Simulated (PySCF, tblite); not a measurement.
# CH₁₁FSi₄: geometry, infrared bands and NMR shifts

What infrared bands and NMR shifts should CH₁₁FSi₄ (`F[SiH2][SiH2]C[SiH2][SiH3]`) show?

The runs use tblite 0.8.0 and PySCF 2.14.0, with density-fitted response routines of our own; the level of theory stands in each step. All values are computed, except where a source is named. Atoms count from 0, in the outputs and in this text.

### Step 1. The starting structure

17 atoms, charge 0, multiplicity 1; geometry from: force field or distance geometry start.

Bonds of the start (Å): F0–Si1 1.70, Si1–Si2 2.22, Si2–C3 1.88, C3–Si4 1.86, Si4–Si5 2.22, Si1–H6 1.47, Si1–H7 1.49, Si2–H8 1.46, Si2–H9 1.48, C3–H10 1.11, C3–H11 1.13, Si4–H12 1.48, Si4–H13 1.47, Si5–H14 1.46, Si5–H15 1.49, Si5–H16 1.47.

### Step 2. Geometry optimisation with GFN2-xTB

The job: settings as JSON, then the geometry in Å.

```
{"job": {"kind": "relax", "xc": "GFN2-xTB", "basis": "xTB"}, "charge": 0, "multiplicity": 1}
F      3.414000    -1.532500     0.012900
Si     3.194800    -0.073300     0.859700
Si     1.180200     0.776200     0.452300
C      0.137000    -0.376700    -0.602700
Si    -1.417900    -0.932400     0.251500
Si    -3.060900     0.555300     0.198200
H      4.193400     0.929100     0.474600
H      3.392200    -0.298900     2.314600
H      0.480100     1.165800     1.674200
H      1.400000     1.955200    -0.412700
H     -0.093600     0.064000    -1.593400
H      0.721700    -1.319800    -0.794300
H     -1.880800    -2.139600    -0.466700
H     -1.183500    -1.388200     1.633000
H     -2.994800     1.504800    -0.909900
H     -3.176000     1.338100     1.455200
H     -4.313000    -0.215200     0.093000
```

Started as:

```console
OMP_NUM_THREADS=1 python probes_run.py task.json out
```

The driver reads the jobs from task.json and runs them one after another.

**Question.** This job is followed by: GFN2-xTB harmonic vibrations, gas phase; GIAO PBE0/pcSseg-1 NMR shielding, non-relativistic, gas phase. What will the session give for the following? strongest single infrared mode (GFN2-xTB); zero-point energy (GFN2-xTB); ¹³C shifts against TMS (PBE0/pcSseg-1); ¹H shifts against TMS (PBE0/pcSseg-1, means over atoms taken as alike); ¹⁹F shifts against CFCl3 (PBE0/pcSseg-1); ²⁹Si shifts against TMS (PBE0/pcSseg-1); surface potential, 1st and 99th percentile.

As calculated:

| quantity | value |
| --- | --- |
| strongest single infrared mode (GFN2-xTB) | 709 cm⁻¹, 692 km/mol |
| zero-point energy (GFN2-xTB) | 64.0 kcal/mol |
| ¹³C shifts against TMS (PBE0/pcSseg-1) | -14.2 ppm |
| ¹H shifts against TMS (PBE0/pcSseg-1, means over atoms taken as alike) | 5.71, 4.30, 4.02, 3.44, 0.22 ppm |
| ¹⁹F shifts against CFCl3 (PBE0/pcSseg-1) | -269.7 ppm |
| ²⁹Si shifts against TMS (PBE0/pcSseg-1) | 8.3, -79.8, -83.7, -121.5 ppm |
| surface potential, 1st and 99th percentile | -1.14 V and 1.58 V |

**Reading.** Relaxing lowered the energy by 0.558 eV in 196 steps; the close pair that moved most is Si4–Si5, from 2.217 to 2.310 Å. All 45 modes are real, so the xTB geometry is a minimum. The strongest single mode, at 709 cm⁻¹, is spread over many atoms; the largest shares are those of H6, H7. Unscaled tight-binding wavenumbers are off by several per cent, some by more. Its intensities can rank the bands wrongly. At PBE0/pcSseg-1: The largest span, 202 ppm, is at Si1, where the paramagnetic term is -536 ppm. By nearest atom (PBE0/pcSseg-1), the HOMO sits on Si1, Si2 about 17 % each; Si4, Si5 about 8 % each and the LUMO on Si1 20 %; Si2 11 %.
